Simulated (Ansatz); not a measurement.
Molecular dynamics of Sr4Li3Sb4S12, charge -1

The input (input.yaml):

```yaml
crystal:
  lattice:
    - [6.0486, 0.0, 0.0]
    - [0.0, 12.57252, 0.0]
    - [-0.043965, 0.0, 8.099701]
  atoms:
    - { symbol: Li, position: [0.25047702, 0.77493114, 0.42895825] }
    - { symbol: Li, position: [0.73341881, 0.2761183, 0.6741723] }
    - { symbol: Li, position: [0.35109979, 0.71755352, 0.90863631] }
    - { symbol: Sr, position: [0.80764706, 0.58038675, 0.21762472] }
    - { symbol: Sr, position: [0.24095262, 0.12614589, 0.31177324] }
    - { symbol: Sr, position: [0.29941655, 0.39793778, 0.85832547] }
    - { symbol: Sr, position: [0.70519778, 0.90631794, 0.61686062] }
    - { symbol: Sb, position: [0.76638861, 0.90746747, 0.14375367] }
    - { symbol: Sb, position: [0.22859941, 0.41176812, 0.32163595] }
    - { symbol: Sb, position: [0.22034638, 0.0716665, 0.84160956] }
    - { symbol: Sb, position: [0.81913702, 0.60174739, 0.65594427] }
    - { symbol: S, position: [0.38578091, 0.87705273, 0.14545671] }
    - { symbol: S, position: [0.57689336, 0.37076716, 0.45047463] }
    - { symbol: S, position: [0.60605345, 0.10081881, 0.88806591] }
    - { symbol: S, position: [0.30978489, 0.61323558, 0.6687467] }
    - { symbol: S, position: [0.81609462, 0.77505703, 0.37044303] }
    - { symbol: S, position: [0.07830412, 0.28409531, 0.10943177] }
    - { symbol: S, position: [0.08596661, 0.2105988, 0.6329222] }
    - { symbol: S, position: [0.78827082, 0.72886003, 0.88308313] }
    - { symbol: S, position: [0.77120152, 0.07543525, 0.33971523] }
    - { symbol: S, position: [0.31998349, 0.58124946, 0.15425603] }
    - { symbol: S, position: [0.20198593, 0.94004201, 0.61250043] }
    - { symbol: S, position: [0.76568676, 0.44015826, 0.84116865] }
total_charge: -1
basis:
  ecutwfc: 420.0
kpoints:
  mp_grid: { grid: [2, 1, 1] }
hamiltonian:
  xc: pbe
scf:
  occupations: { method: fermi_dirac, width: 0.05 }
  lower_state_search: "off"
md:
  timestep: 1
  n_steps: 200
  ensemble: nvt_nose_hoover
  temperature: 1170.0
  initial_velocities: maxwell_boltzmann
  seed: 622325
  nose_hoover: { tau: 50.0, chain_length: 1 }
```

Launched with:

```bash
$ ansatz run input.yaml --threads 1 --pin off --max-ram 3072MiB --backend cpu --events-out ev --progress --plain --runs-dir out
```

It goes on from the last frame of an earlier run, with new velocities.

Output, in part (step lines):

```
md step     0: t =     0.00 fs  T =  1170.0 K  F+E_penalty+E_count = -51569.92503779 eV  E_kin = 3.327152 eV  conserved = -51566.59788542 eV  (10 SCF iters)
md step     1: t =     1.00 fs  T =  1159.8 K  F+E_penalty+E_count = -51569.89608783 eV  E_kin = 3.298212 eV  conserved = -51566.59787863 eV  (7 SCF iters)
md step     2: t =     2.00 fs  T =  1148.7 K  F+E_penalty+E_count = -51569.86447623 eV  E_kin = 3.266634 eV  conserved = -51566.59787145 eV  (7 SCF iters)
md step     3: t =     3.00 fs  T =  1136.8 K  F+E_penalty+E_count = -51569.83037911 eV  E_kin = 3.232616 eV  conserved = -51566.59786467 eV  (7 SCF iters)
md step     4: t =     4.00 fs  T =  1124.0 K  F+E_penalty+E_count = -51569.79398051 eV  E_kin = 3.196369 eV  conserved = -51566.59785879 eV  (7 SCF iters)
md step     5: t =     5.00 fs  T =  1110.6 K  F+E_penalty+E_count = -51569.75546859 eV  E_kin = 3.158106 eV  conserved = -51566.59785377 eV  (3 SCF iters)
md step     6: t =     6.00 fs  T =  1096.5 K  F+E_penalty+E_count = -51569.71503245 eV  E_kin = 3.118042 eV  conserved = -51566.59785030 eV  (3 SCF iters)
md step     7: t =     7.00 fs  T =  1081.8 K  F+E_penalty+E_count = -51569.67286037 eV  E_kin = 3.076392 eV  conserved = -51566.59784794 eV  (3 SCF iters)
[... lines left out ...]
md step   200: t =   200.00 fs  T =  1054.0 K  F+E_penalty+E_count = -51570.07332266 eV  E_kin = 2.997241 eV  conserved = -51566.59769010 eV  (7 SCF iters)
```

The steps, from the saved trajectory:

```tsv
time (fs)	T (K)	potential energy less start (eV)	conserved less start (meV/atom)
0.0	1170	0.000	0.00
6.0	1096	0.210	0.00
12.0	1003	0.482	0.00
18.0	914	0.753	0.01
24.0	896	0.834	0.03
30.0	1018	0.539	0.01
36.0	1196	0.103	-0.01
42.0	1323	-0.178	-0.01
48.0	1376	-0.260	-0.01
54.0	1339	-0.102	0.00
60.0	1246	0.196	0.01
66.0	1170	0.438	0.02
72.0	1123	0.596	0.01
78.0	1086	0.729	0.02
84.0	1085	0.765	0.03
90.0	1164	0.579	0.02
96.0	1302	0.231	0.01
102.0	1422	-0.076	0.00
108.0	1472	-0.206	0.00
114.0	1455	-0.173	0.01
120.0	1391	-0.036	0.00
126.0	1260	0.274	-0.01
132.0	1096	0.681	0.04
138.0	1109	0.591	0.03
144.0	1253	0.126	-0.02
150.0	1317	-0.121	-0.01
156.0	1302	-0.154	0.00
162.0	1259	-0.123	0.01
168.0	1219	-0.101	0.02
174.0	1208	-0.166	0.01
180.0	1211	-0.272	0.00
186.0	1189	-0.312	0.00
192.0	1138	-0.266	0.01
198.0	1075	-0.179	0.01
```

The run went to its last step. The conserved energy stayed within 0.056 meV per atom of its start (net change 0.0085 meV per atom), so the integration is sound. A run of 0.2 ps of so small a system gives no equilibrium averages. Limits of this set-up: coarse k mesh, charged cell in a uniform background, uncorrected.

Mean squared displacements from the first frame to the last, about the centre of mass: Li 0.89 Å², Sr 0.51 Å², Sb 0.38 Å², S 0.41 Å².

Last frame:

```xyz
23
Lattice="6.0486 0.0000 0.0000 0.0000 12.5725 0.0000 -0.0440 0.0000 8.0997" Properties=species:S:1:pos:R:3
Li 0.601 9.692 3.870
Li 4.224 3.440 4.620
Li 1.722 9.736 6.785
Sr 4.732 7.161 0.723
Sr 1.535 1.264 2.960
Sr 1.726 4.822 7.372
Sr 4.518 11.663 5.496
Sb 4.554 11.434 1.050
Sb 1.595 5.394 2.983
Sb 1.712 1.129 7.019
Sb 4.082 7.139 4.998
S 2.119 11.634 0.957
S 4.047 4.991 2.709
S 4.066 1.884 6.863
S 1.858 7.308 5.740
S 4.538 9.487 2.575
S 0.519 3.741 1.412
S 0.764 2.966 5.252
S 4.742 9.149 6.709
S 5.018 0.468 2.751
S 1.420 7.356 1.343
S 1.486 11.791 5.438
S 4.536 5.338 6.411
```

Run time: 22 min on 1 thread of Arm Neoverse V1 (shared host), peak memory 0.97 GiB.
